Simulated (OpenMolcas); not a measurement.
**Gd³⁺ among point charges: CASSCF levels and susceptibility**

Aim: the splitting of the states of Gd³⁺ in the field of 4 point charges, its lowest levels with spin-orbit coupling and its magnetic susceptibility.

Method: state-averaged CASSCF, spin-orbit coupling by RASSI with atomic mean-field integrals. Code: OpenMolcas 26.06.

## Step 1: The atom as given

* Species: Gd³⁺ (gadolinium, Z = 64, 61 electrons)
* Basis: ANO-RCC-VDZP [7s6p4d2f1g], 68 functions
* Scalar Hamiltonian: DKH2, point nucleus
* Inactive shells: 1s 2s 2p 3s 3p 3d 4s 4p 4d 5s 5p
* Active space: 7 electrons in 7 orbitals (4f)
* Some configurations of this space: 4f⁷
* Orbitals: optimised for the highest spin of each parity, averaged over all roots

Outer shells as boxes (Hund's rule):

4f7
```
4f [↑ ][↑ ][↑ ][↑ ][↑ ][↑ ][↑ ]
```

The ion sits among 4 point charges of -1.5 e arranged as a tetrahedron (Td), 3.14 Å from the ion.

The work runs as a chain of OpenMolcas steps in one folder; each step below is one input file. Labels, J, g values, rates, χT and fits are worked out afterwards by a script from the matrices that RASSI stores.

## Step 2: One- and two-electron integrals

a.inp

```
&GATEWAY
Coord
1

Gd 0.0 0.0 0.0
Basis=ANO-RCC-VDZP
Group=NoSym
NoMove
AngMom=0.0 0.0 0.0
AMFI
XField
4 Angstrom 0
1.812880 1.812880 1.812880 -1.500000
1.812880 -1.812880 -1.812880 -1.500000
-1.812880 1.812880 -1.812880 -1.500000
-1.812880 -1.812880 1.812880 -1.500000
&SEWARD
```

On the command line:

```bash
$ OMP_NUM_THREADS=1 MOLCAS_MEM=2252 MOLCAS_PROJECT=a pymolcas a.inp > a.log
```

## Step 3: CASSCF: octets, 1 root

a.inp

```
&RASSCF
FileOrb=start.orb
Symmetry=1
Spin=8
nActEl=7 0 0
Inactive=27
Ras2=7
CIRoot=1 1 1
SDav=1
CIMx=300
Iter=120 100
PrWF=0.3
OrbListing=Nothing
MaxOrb=0
>>> COPY $Project.JobIph JOB001
```

start.orb holds the contracted functions of the basis, ordered by shell, or the orbitals of the step before.

## Step 4: CASSCF: sextets, 48 roots

a.inp

```
&RASSCF
FileOrb=start.orb
Symmetry=1
Spin=6
nActEl=7 0 0
Inactive=27
Ras2=7
CIRoot=48 48 1
SDav=48
CIMx=300
Iter=120 100
PrWF=0.3
OrbListing=Nothing
MaxOrb=0
CIOnly
>>> COPY $Project.JobIph JOB002
```

## Step 5: RASSI: spin-orbit coupling between the states

a.inp

```
&RASSI
NrOfJobIphs=2 1 16
1
1 2 3 4 5 6 7 8 9 10 11 12 13 14 15 16
IphNames
JOB001
JOB002
EJob
SpinOrbit
DIPRint=1.0
SOCoupling=1000.0
Subsets=2
Property=9
'ANGMOM' 1 'ANGMOM' 2 'ANGMOM' 3 'MLTPL  1' 1 'MLTPL  1' 2 'MLTPL  1' 3
'AMFI' 1 'AMFI' 2 'AMFI' 3
SOProperty=3
'ANGMOM' 1 'ANGMOM' 2 'ANGMOM' 3
```

What does the calculation give? Wanted: spin-free ground state; lowest level.

**Answer**, as computed:

| quantity | value |
| --- | --- |
| method | CASSCF |
| spin-free ground state | 8A2, 1-fold in its orbital part |
| lowest level | 8-fold |
| χT at 300 K | 7.85 cm³ K/mol |
| effective moment at 300 K | 7.92 μB |

What this shows: The spin-free ground state (8A2) comes to 100 % from free-ion S terms and keeps the highest spin of the shell. The sextets rest on orbitals optimised for another spin in at least one step, which raises them against the optimised states. Not all states of the active space went into the spin-orbit step. Terms of lower spin are left out of the spin-orbit mixing, so the small splitting that they give the half-filled shell's ground term is missing or unsound. High states of lower spin are left out of the spin-orbit mixing, and CASSCF puts spin-flip levels too high. This is an electrostatic model: the charges have no orbitals.
